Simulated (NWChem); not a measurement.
# CHBrClF (bromochlorofluoromethane): levels of theory compared

Aim: a comparison of 4 runs (HF/STO-3G, HF/3-21G, B3LYP/6-31G*) of CHBrClF (bromochlorofluoromethane). 

The results are computed with NWChem 7.3.0.

4 further runs of the same task are left out: 3 that didn't finish, 1 set aside as unsound or not needed.

### Step 1. The structure to begin with

The species is CHBrClF (5 atoms), meant as a singlet with charge 0. As SMILES, `FC(Cl)Br`. The C2–H5 distance was set to 1.413 Å, away from the relaxed value.

Bond lengths: F1–C2 1.339 Å, C2–Cl3 1.753 Å, C2–Br4 1.934 Å. Angles: F1–C2–Cl3 109.8°, F1–C2–Br4 109.3°, Cl3–C2–Br4 111.8°. A long bond or contact: C2–H5 1.413 Å.

### Step 2. The energy at HF/STO-3G (run 1)

Input file run.py:

```python
from ase import Atoms
from ase.calculators.nwchem import NWChem

molecule = Atoms(['F', 'C', 'Cl', 'Br', 'H'], positions=[
    [-0.576046, -0.127391, 1.383348],
    [-0.057546, -0.190491, 0.150348],
    [1.288954, -1.312591, 0.129448],
    [-1.440846, -0.705291, -1.099352],
    [0.406800, 1.084900, -0.242500],
])

calc = NWChem(
    label='calc',
    theory='scf',
    memory='2200 mb',
    basis='STO-3G',
    basispar='spherical bse',
    scf={'nopen': '0', 'rhf': None, 'thresh': '1e-08', 'maxiter': '80'},
    task='energy',
)
molecule.calc = calc

e = molecule.get_potential_energy()
print(f"E = {e:.6f} eV")
print("dipole (e A):", molecule.get_dipole_moment().round(4))
```

Started as:

```bash
$ export ASE_NWCHEM_COMMAND="nwchem PREFIX.nwi > PREFIX.nwo"
$ python run.py
```

What it wrote:

```text
E = -85313.347574 eV
dipole (e A): [-0.0546  0.3221 -0.0099]
```

The calculator wrote calc.nwi:

```
title "calc"

permanent_dir calc

scratch_dir calc

start calc

geometry units angstrom nocenter noautosym noautoz
  F  -5.7604599999999995e-01 -1.2739100000000000e-01 1.3833480000000000e+00
  C  -5.7546000000000000e-02 -1.9049099999999999e-01 1.5034800000000001e-01
  Cl 1.2889539999999999e+00 -1.3125910000000001e+00 1.2944800000000001e-01
  Br -1.4408460000000001e+00 -7.0529100000000000e-01 -1.0993520000000001e+00
  H  4.0679999999999999e-01 1.0849000000000000e+00 -2.4249999999999999e-01
end

memory 2200 mb

basis spherical bse noprint
   * library STO-3G
end

scf
  nopen 0
  rhf
  thresh 1e-08
  maxiter 80
end

task scf energy
```

calc.nwo, cut to the lines that bear on the results:

```text
[...]
      One-electron energy =  -5020.571940053529
[... 1 line left out ...]
 Nuclear repulsion energy =    321.138538188238
[... 46 lines left out ...]
                       ROHF Final Molecular Orbital Analysis
[... 130 lines left out ...]
 center of mass
[...]
```

Run time: 4.2 s. Hardware: 1 thread of Intel Xeon Platinum 8488C (Sapphire Rapids), shared host; peak memory 0.096 GiB.

### Step 3. The energy at HF/3-21G (run 2)

Input file run.py:

```python
from ase import Atoms
from ase.calculators.nwchem import NWChem

atoms = Atoms(['F', 'C', 'Cl', 'Br', 'H'], positions=[
    [-0.576046, -0.127391, 1.383348],
    [-0.057546, -0.190491, 0.150348],
    [1.288954, -1.312591, 0.129448],
    [-1.440846, -0.705291, -1.099352],
    [0.406800, 1.084900, -0.242500],
])

calc = NWChem(
    label='chbrclf',
    theory='scf',
    memory='2200 mb',
    basis='3-21G',
    basispar='spherical bse',
    scf={'nopen': '0', 'rhf': None, 'thresh': '1e-08', 'maxiter': '80', 'print': 'low'},
    task='energy',
)
atoms.calc = calc

print(f"energy = {atoms.get_potential_energy():.6f} eV")
```

Started as:

```bash
$ export ASE_NWCHEM_COMMAND="nwchem PREFIX.nwi > PREFIX.nwo"
$ python run.py
```

What it wrote:

```text
energy = -85835.493255 eV
```

The calculator wrote chbrclf.nwi:

```
title "chbrclf"

permanent_dir chbrclf

scratch_dir chbrclf

start chbrclf

geometry units angstrom nocenter noautosym noautoz
  F  -5.7604599999999995e-01 -1.2739100000000000e-01 1.3833480000000000e+00
  C  -5.7546000000000000e-02 -1.9049099999999999e-01 1.5034800000000001e-01
  Cl 1.2889539999999999e+00 -1.3125910000000001e+00 1.2944800000000001e-01
  Br -1.4408460000000001e+00 -7.0529100000000000e-01 -1.0993520000000001e+00
  H  4.0679999999999999e-01 1.0849000000000000e+00 -2.4249999999999999e-01
end

memory 2200 mb

basis spherical bse noprint
   * library 3-21G
end

scf
  nopen 0
  rhf
  thresh 1e-08
  maxiter 80
  print low
end

task scf energy
```

chbrclf.nwo:

```text
Northwest Computational Chemistry Package (NWChem) 7.3.0
             --------------------------------------------------------

           Job information
           ---------------

    nwchem branch   = 7.3.0
    use scalapack   = T
    input           = chbrclf.nwi
    prefix          = chbrclf.
    data base       = chbrclf/chbrclf.db
    status          = startup
    nproc           =        1

           Memory information
           ------------------

    heap     =     72089594 doubles =      550.0 Mbytes
    stack    =     72089599 doubles =      550.0 Mbytes
    global   =    144179200 doubles =     1100.0 Mbytes (distinct from heap & stack)
    total    =    288358393 doubles =     2200.0 Mbytes
    verify   = yes
    hardfail = no

           Directory information
           ---------------------

  0 permanent = chbrclf
  0 scratch   = chbrclf

                                NWChem Input Module
                                -------------------

                                      chbrclf
                                      -------

[... 27 lines left out ...]
            Nuclear Dipole moment (a.u.)
[... 32 lines left out ...]
    1 F                |   2 C                |   3 Cl               |   109.79
    1 F                |   2 C                |   4 Br               |   109.30
    3 Cl               |   2 C                |   4 Br               |   111.80
 ------------------------------------------------------------------------------
                            number of included internuclear angles:          3
 ==============================================================================

                                 NWChem SCF Module
                                 -----------------

                                      chbrclf

  ao basis        = "ao basis"
  functions       =    55
  atoms           =     5
  closed shells   =    34
  open shells     =     0
  charge          =   0.00
  wavefunction    = RHF
  input vectors   = atomic
  output vectors  = chbrclf/chbrclf.movecs
  use symmetry    = F
  symmetry adapt  = F

 Forming initial guess at       0.0s

 Starting SCF solution at       0.1s

       Final RHF  results
       ------------------

         Total SCF energy =  -3154.396221420223
      One-electron energy =  -5032.455256000674
      Two-electron energy =   1556.920496392213
 Nuclear repulsion energy =    321.138538188238

        Time for solution =      3.0s

 Task  times  cpu:        3.1s     wall:        3.1s
 Total times  cpu:        3.1s     wall:        3.1s
```

Wall time 4.5 s (1 thread of Intel Xeon Platinum 8488C (Sapphire Rapids), shared host); peak memory 0.096 GiB.

### Step 4. A single-point energy at B3LYP/6-31G(d) (spherical functions) (run 3)

Input file input.nw:

```
echo
start input
title "CHBrClF B3LYP"
memory 2200 mb

geometry units angstroms noautosym nocenter noautoz
  F    -0.576046   -0.127391    1.383348
  C    -0.057546   -0.190491    0.150348
  Cl    1.288954   -1.312591    0.129448
  Br   -1.440846   -0.705291   -1.099352
  H     0.406800    1.084900   -0.242500
end

basis spherical bse
  F library 6-31G*
  C library 6-31G*
  Cl library 6-31G*
  Br library 6-31G*
  H library 6-31G*
end

dft
  xc b3lyp
  grid xfine
  convergence energy 1e-08
  maxiter 100
  mulliken
  noprint "final vectors analysis"
end

task dft energy
```

Started as:

```bash
$ nwchem input.nw > input.out
```

What it wrote:

```text
[...]
          Wavefunction type:  closed shell.
          No. of atoms     :     5
          No. of electrons :    68
[...]
          Charge           :     0
          Spin multiplicity:     1
[...]
          AO basis - number of functions:    80
[...]
              XC Information
              --------------
                         B3LYP Method XC Potential
                     Hartree-Fock (Exact) Exchange  0.200
                        Slater Exchange Functional  0.800 local
                    Becke 1988 Exchange Functional  0.720 non-local
              Lee-Yang-Parr Correlation Functional  0.810
                  VWN I RPA Correlation Functional  0.190 local
[...]
 d= 0,ls=0.0,diis     1  -3172.3822218713 -3.49D+03  2.25D-02  1.40D+00     3.2
[...]
 d= 0,ls=0.0,diis     8  -3172.5561640466 -8.78D-09  6.75D-06  3.50D-07    19.0
         Total DFT energy =    -3172.556164046577
      One electron energy =    -5047.834964377847
           Coulomb energy =     1689.929619668113
    Exchange-Corr. energy =     -135.789357525082
 Nuclear repulsion energy =      321.138538188238
[...]
      Total Density - Mulliken Population Analysis
     ---------------------------------------------
    Atom       Charge   Shell Charges
 -----------   ------   -------------------------------------------------------
    1 F    9     9.24   2.00  0.94  3.30  1.02  1.96  0.02
    2 C    6     5.92   2.00  0.69  1.79  0.61  0.74  0.09
    3 Cl  17    16.97   2.00  2.00  5.97  1.43  3.61  0.51  1.43  0.03
    4 Br  35    35.02   2.00  2.00  6.00  2.00  5.99  1.65  3.80  0.32  1.23  6.95  2.92  0.17
    5 H    1     0.86   0.43  0.42
[...]
```

Wall time 20 s (1 thread of Intel Xeon Platinum 8488C (Sapphire Rapids), shared host); peak memory 0.12 GiB.

### Step 5. A single-point energy at B3LYP/6-31G(d) (Cartesian functions) (run 4)

Input file chbrclf.xyz:

```xyz
5
CHBrClF
F     -0.576046    -0.127391     1.383348
C     -0.057546    -0.190491     0.150348
Cl     1.288954    -1.312591     0.129448
Br    -1.440846    -0.705291    -1.099352
H      0.406800     1.084900    -0.242500
```

Input file chbrclf.nw:

```
start chbrclf
title "CHBrClF"
memory total 2200 mb

geometry noautosym nocenter noautoz
 load format xyz chbrclf.xyz
end

basis "ao basis"
 * library 6-31G*
end

dft
 xc b3lyp
 grid xfine
 convergence energy 1e-08
 iterations 100
 mulliken
 noprint "final vectors analysis"
end

task dft
```

Started as:

```bash
$ nwchem chbrclf.nw > chbrclf.out
```

What it wrote:

```text
[...]
          Wavefunction type:  closed shell.
          No. of atoms     :     5
          No. of electrons :    68
[...]
          Charge           :     0
          Spin multiplicity:     1
[...]
          AO basis - number of functions:    86
[...]
              XC Information
              --------------
                         B3LYP Method XC Potential
                     Hartree-Fock (Exact) Exchange  0.200
                        Slater Exchange Functional  0.800 local
                    Becke 1988 Exchange Functional  0.720 non-local
              Lee-Yang-Parr Correlation Functional  0.810
                  VWN I RPA Correlation Functional  0.190 local
[...]
 d= 0,ls=0.0,diis     1  -3172.3915795575 -3.49D+03  2.32D-02  2.67D+00     3.0
[...]
 d= 0,ls=0.0,diis     8  -3172.5700378111  4.96D-09  9.97D-06  1.28D-06    19.2
         Total DFT energy =    -3172.570037811082
      One electron energy =    -5047.659849866226
           Coulomb energy =     1689.668641197338
    Exchange-Corr. energy =     -135.717367330433
 Nuclear repulsion energy =      321.138538188238
[...]
      Total Density - Mulliken Population Analysis
     ---------------------------------------------
    Atom       Charge   Shell Charges
 -----------   ------   -------------------------------------------------------
    1 F    9     9.21   1.99  0.96  3.31  0.95  1.94  0.06
    2 C    6     5.96   1.99  0.70  1.79  0.64  0.76  0.07
    3 Cl  17    16.97   2.00  1.99  5.97  1.47  3.61  0.52  1.42 -0.01
    4 Br  35    35.01   2.00  1.99  6.00  1.93  5.99  1.63  3.79  0.35  1.23  7.02  2.95  0.14
    5 H    1     0.85   0.43  0.42
[...]
```

It took 20 s on 1 thread of Intel Xeon Platinum 8488C (Sapphire Rapids), shared host; peak memory 0.12 GiB.

### Step 6. All runs side by side

```tsv
run	level	iteration cap	module	energy (Eh)	dipole moment (D)	wall time
1	HF/STO-3G	80	scf	-3135.207721	1.57	4.2 s
2	HF/3-21G	80	scf	-3154.396221	–	4.5 s
3	B3LYP/6-31G* (spherical functions)	100	dft	-3172.556164	1.06	20 s
4	B3LYP/6-31G* (Cartesian functions)	100	dft	-3172.570038	1.06	20 s
```

### Step 7. Summary of results

| quantity | value |
| --- | --- |
| run 4: total energy | -3172.57004 Eh |
| run 4: dipole moment | 1.06 D |

What this shows: Over runs 1, 3, 4 the dipole moment (its size) runs from 1.06 D (B3LYP/6-31G*) to 1.57 D (HF/STO-3G). The two ends differ in method and basis. In run 1 the basis is minimal, so the values are rough. All runs together took 49 s, the longest 20 s.
